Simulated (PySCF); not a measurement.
# H8HgO4 (Hg(H2O)42+): the cost of one run

Method: PBE0, Hg def2-SVP with ECP60, O def2-SVP, H def2-SVP; scalar-relativistic core potentials, no spin–orbit coupling; program: PySCF 2.14.0.

1 further run of the same task is left out (for a known fault of the program).

## Step 1: The system as given

13 atoms, charge 2, spin multiplicity 1.

Bond lengths: Hg1–O2 2.253 Å, Hg1–O5 2.253 Å, Hg1–O8 2.253 Å, Hg1–O11 2.253 Å, O2–H3 0.971 Å, O2–H4 0.971 Å, O5–H6 0.971 Å, O5–H7 0.971 Å, O8–H9 0.971 Å, O8–H10 0.971 Å, O11–H12 0.971 Å, O11–H13 0.971 Å. Angles: O2–Hg1–O5 109.8°, O2–Hg1–O8 108.8°, O2–Hg1–O11 109.8°, O5–Hg1–O8 109.8°, O5–Hg1–O11 108.8°, O8–Hg1–O11 109.8°, Hg1–O2–H3 125.8°, Hg1–O2–H4 126.3°, H3–O2–H4 107.5°, Hg1–O5–H6 126.3°, Hg1–O5–H7 125.8°, H6–O5–H7 107.5°, Hg1–O8–H9 126.3°, Hg1–O8–H10 125.8°, H9–O8–H10 107.5°, Hg1–O11–H12 125.8°, Hg1–O11–H13 126.3°, H12–O11–H13 107.5°.

Coordinates:

```xyz
13
H8HgO4
Hg    0.0000    0.0000    0.0000
O     1.3119    1.2672    1.3234
H     1.2495    1.3326    2.2905
H     2.1013    1.7606    1.0469
O    -1.3119   -1.3234    1.2672
H    -2.1012   -1.0469    1.7607
H    -1.2496   -2.2904    1.3327
O     1.3119   -1.2672   -1.3234
H     2.1013   -1.7606   -1.0469
H     1.2495   -1.3326   -2.2905
O    -1.3119    1.3234   -1.2672
H    -1.2496    2.2904   -1.3327
H    -2.1012    1.0469   -1.7607
```

Formal oxidation states: Hg +2. An earlier session relaxed this geometry at PBE0, Hg def2-SVP with ECP60, O def2-SVP, H def2-SVP (singlet, point group D2).

Its energy there is -457.989201 Eh.

## Step 2: One electron removed, multiplicity 2

File run.py (the lines that set the calculation):

```python
mol = gto.M(atom='''
Hg    -0.00002     0.00000     0.00000
O      1.31186     1.26717     1.32343
H      1.24955     1.33256     2.29051
H      2.10126     1.76061     1.04691
O     -1.31190    -1.32342     1.26717
H     -2.10118    -1.04688     1.76070
H     -1.24959    -2.29045     1.33268
O      1.31186    -1.26717    -1.32343
H      2.10126    -1.76061    -1.04691
H      1.24955    -1.33256    -2.29051
O     -1.31190     1.32342    -1.26717
H     -1.24959     2.29045    -1.33268
H     -2.10118     1.04688    -1.76070''',
    basis={'Hg': 'def2-SVP', 'O': 'def2-SVP', 'H': 'def2-SVP'},
    ecp={'Hg': 'def2-SVP'},
    charge=3, spin=1)
mf = dft.UKS(mol, xc='PBE0')
mf.grids.atom_grid = (50, 194)
mf = mf.density_fit()  # fitting sets: Hg def2-universal-JKFIT, O def2-universal-JKFIT, H def2-universal-JKFIT
mf.conv_tol = 1e-08; mf.max_cycle = 55
mf.kernel(dm0)  # dm0: the density of the relaxed state
```

On the command line:

```bash
$ OMP_NUM_THREADS=2 python run.py
```

**Question.** How long does this run take on 2 threads of Arm Neoverse V2, shared host?

About 6.3 s.
